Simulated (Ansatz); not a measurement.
# GeH3O (doublet): from Hartree-Fock to the top rungs at distance Ge1–O2 = 2.166 Å, cc-pVDZ

How much of the correlation energy of GeH3O (doublet) does each wave-function method recover here?

Program: Ansatz 0.2.0, Gaussian basis. Level of theory: cc-pVDZ, correlated electrons: outside noble gas. These are calculated values, not measurements.

The runs, in order: UHF; CCSD(T) on ROHF; CCSD(T) on UHF; BCCD(T) on ROHF; CISD; CCSDT(Q) on ROHF; CCSDT(Q) on UHF; CASSCF and MRCISD+Q, 3 electrons in 3 orbitals; CASSCF and NEVPT2, 3 electrons in 3 orbitals.

## 1. What is computed

The geometry derives from a PBE0/def2-TZVP stationary point (not a proven minimum). One bond is set to the value named and the two fragments are kept rigid. No spin-orbit coupling is included. The filled d shell of Ge counts as core when cores are frozen.

5 atoms, charge 0, spin multiplicity 2.

Atoms are counted from 1 here; the program's logs count them from 0.

Bond lengths: Ge1–O2 2.166 Å, Ge1–H3 1.557 Å, Ge1–H4 1.546 Å, O2–H5 0.960 Å. Angles: O2–Ge1–H3 109.0°, O2–Ge1–H4 103.7°, H3–Ge1–H4 111.8°, Ge1–O2–H5 112.6°.

In the tables R marks a restricted open-shell determinant and U an unrestricted one; 'pair' is the active space of 3 electrons in 3 orbitals; correlation energies count from the lowest restricted Hartree-Fock solution.

## 2. UHF

Input file in.yaml:

```yaml
crystal:
  periodic: [false, false, false]
  atoms:
    - {symbol: Ge, position_ang: [-0.040072, -0.019199, 0.394192]}
    - {symbol: O, position_ang: [0.100436, 0.130992, -1.762021]}
    - {symbol: H, position_ang: [0.746475, -1.277521, 0.865924]}
    - {symbol: H, position_ang: [0.614477, 1.287856, 0.896241]}
    - {symbol: H, position_ang: [-0.067296, -0.705993, -2.201532]}
basis:
  gaussian: {orbitals: cc-pVDZ}
magnetization: {spin_polarized: true, initial_magnetization: 1}
hamiltonian: {xc: hf}
output: {orbitals: {seedname: orbitals}}
```

Launch:

```bash
$ ansatz run in.yaml --threads 1 --pin off --events-out ev --progress --plain --max-ram 2393MiB
```

Further steps of the session: CCSD(T) on ROHF; CCSD(T) on UHF; BCCD(T) on ROHF; CISD; CCSDT(Q) on ROHF; CCSDT(Q) on UHF; CASSCF and MRCISD+Q, 3 electrons in 3 orbitals; CASSCF and NEVPT2, 3 electrons in 3 orbitals.

**Question.** What will the summary of the whole plan be? Wanted: correlation energy, UCCSDT(Q); RMP2 from UCCSDT(Q); UMP2 from UCCSDT(Q); RCCSD from UCCSDT(Q); RCCSD(T) from UCCSDT(Q); UCCSD(T) from UCCSDT(Q); RCCSDT(Q) from UCCSDT(Q); NEVPT2 pair from UCCSDT(Q); MRCISD+Q pair from UCCSDT(Q).

**Answer**, as computed:

| quantity | value |
| --- | --- |
| correlation energy, UCCSDT(Q) | -8.6595 eV |
| RMP2 from UCCSDT(Q) | +21.46 kcal/mol |
| UMP2 from UCCSDT(Q) | +21.73 kcal/mol |
| RCCSD from UCCSDT(Q) | +6.72 kcal/mol |
| RCCSD(T) from UCCSDT(Q) | +1.53 kcal/mol |
| UCCSD(T) from UCCSDT(Q) | +1.48 kcal/mol |
| RCCSDT(Q) from UCCSDT(Q) | +0.21 kcal/mol |
| NEVPT2 pair from UCCSDT(Q) | +21.63 kcal/mol |
| MRCISD+Q pair from UCCSDT(Q) | +3.52 kcal/mol |
| levels within 1 kcal/mol (43 meV) | RCCSDT, UCCSDT, RCCSDT(Q) |
| T1 diagnostic | 0.029 |

**Reading.** RCCSD(T) misses by +1.53 kcal/mol, 0.8 % of the correlation energy. Of the multireference levels listed MRCISD+Q pair comes nearest (+3.52 kcal/mol). These misses are within one basis and frozen core, not against nature; frozen cores of the runs differ by up to some meV.
